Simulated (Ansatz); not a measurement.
# C₂H₁₀AlClOSi: how energies converge with the basis set

One table from this session's results is given with a row withheld; the runs are named, their logs left out.

Computed with Ansatz 0.2.0, Gaussian basis. Level: one geometry, several basis sets.

Plan: PBE0-D4/def2-SVP; ωB97M-V/def2-SVP; PBE0-D4/def2-QZVPP; ωB97M-V/def2-QZVPP; the functionals' def2-TZVPP values are taken from earlier runs.

**Structure used throughout**

The geometry comes from an earlier relaxation with PBE0-D4 in a triple-zeta def2 set; it is a stationary point, not always the lowest conformer.

SMILES `[CH3][Al-]([CH3])([Cl])[OH+][SiH3]`, 16 atoms, charge 0, spin multiplicity 1.

Atoms are counted from 1 here; the program's logs count them from 0.

Bond lengths: C1–Al2 1.951 Å, C1–H7 1.095 Å, C1–H8 1.094 Å, C1–H9 1.095 Å, Al2–C3 1.958 Å, Al2–Cl4 2.174 Å, Al2–O5 1.996 Å, C3–H10 1.096 Å, C3–H11 1.094 Å, C3–H12 1.095 Å, O5–Si6 1.691 Å, O5–H13 0.969 Å, Si6–H14 1.479 Å, Si6–H15 1.475 Å, Si6–H16 1.480 Å. Angles: Al2–C1–H7 111.2°, Al2–C1–H8 112.0°, Al2–C1–H9 111.8°, H7–C1–H8 107.1°, H7–C1–H9 106.8°, H8–C1–H9 107.7°, C1–Al2–C3 122.2°, C1–Al2–Cl4 115.1°, C1–Al2–O5 104.8°, C3–Al2–Cl4 114.9°, C3–Al2–O5 102.3°, Cl4–Al2–O5 90.0°, Al2–C3–H10 112.6°, Al2–C3–H11 112.7°, Al2–C3–H12 110.3°, H10–C3–H11 107.9°, H10–C3–H12 106.3°, H11–C3–H12 106.7° and more.

The first run:

Contents of in.yaml:

```yaml
crystal:
  periodic: [false, false, false]
  atoms:
    - {symbol: C, position_ang: [-1.918600, -1.304820, -0.356953]}
    - {symbol: Al, position_ang: [-0.261215, -0.835582, 0.558619]}
    - {symbol: C, position_ang: [1.499591, -1.219651, -0.206339]}
    - {symbol: Cl, position_ang: [-0.353184, -0.918640, 2.728619]}
    - {symbol: O, position_ang: [-0.266358, 1.159386, 0.633732]}
    - {symbol: Si, position_ang: [0.552447, 2.270944, -0.343488]}
    - {symbol: H, position_ang: [-2.065490, -2.389513, -0.376994]}
    - {symbol: H, position_ang: [-2.794976, -0.871403, 0.133308]}
    - {symbol: H, position_ang: [-1.917713, -0.966406, -1.398748]}
    - {symbol: H, position_ang: [1.589712, -0.886035, -1.246313]}
    - {symbol: H, position_ang: [2.315577, -0.765516, 0.364174]}
    - {symbol: H, position_ang: [1.684048, -2.299073, -0.213299]}
    - {symbol: H, position_ang: [-0.342957, 1.332364, 1.583804]}
    - {symbol: H, position_ang: [1.982380, 2.307987, 0.033117]}
    - {symbol: H, position_ang: [0.352322, 1.770162, -1.716500]}
    - {symbol: H, position_ang: [-0.078783, 3.593197, -0.132542]}
basis:
  gaussian: {orbitals: def2-SVP}
hamiltonian: {xc: pbe0, dispersion: d4}
output: {orbitals: {seedname: orbitals}}
```

Run with:

```sh
> ansatz run in.yaml --threads 4 --pin off --events-out ev --progress --plain --max-ram 11315MiB
```

Steps of the session up to this table: PBE0-D4 in def2-SVP; ωB97M-V in def2-SVP; PBE0-D4 in def2-QZVPP; ωB97M-V in def2-QZVPP.

One table of the session follows, with a row left open; its other results are not shown here.

It belongs to the step «Density functionals: the series». 

| functional | basis | HOMO (eV) |
| --- | --- | --- |
| PBE0-D4 | def2-SVP | -7.14 |
| PBE0-D4 | def2-TZVPP | -7.25 |
| PBE0-D4 | def2-QZVPP | -7.28 |
| ωB97M-V | def2-SVP | -9.35 |
| ωB97M-V | def2-TZVPP | ? |
| ωB97M-V | def2-QZVPP | -9.50 |

**Question.** Estimate the row for ωB97M-V, def2-TZVPP.

The run gave: HOMO (eV): -9.48. In the column «HOMO (eV)» it lies between ωB97M-V, def2-QZVPP (-9.50) and ωB97M-V, def2-SVP (-9.35).
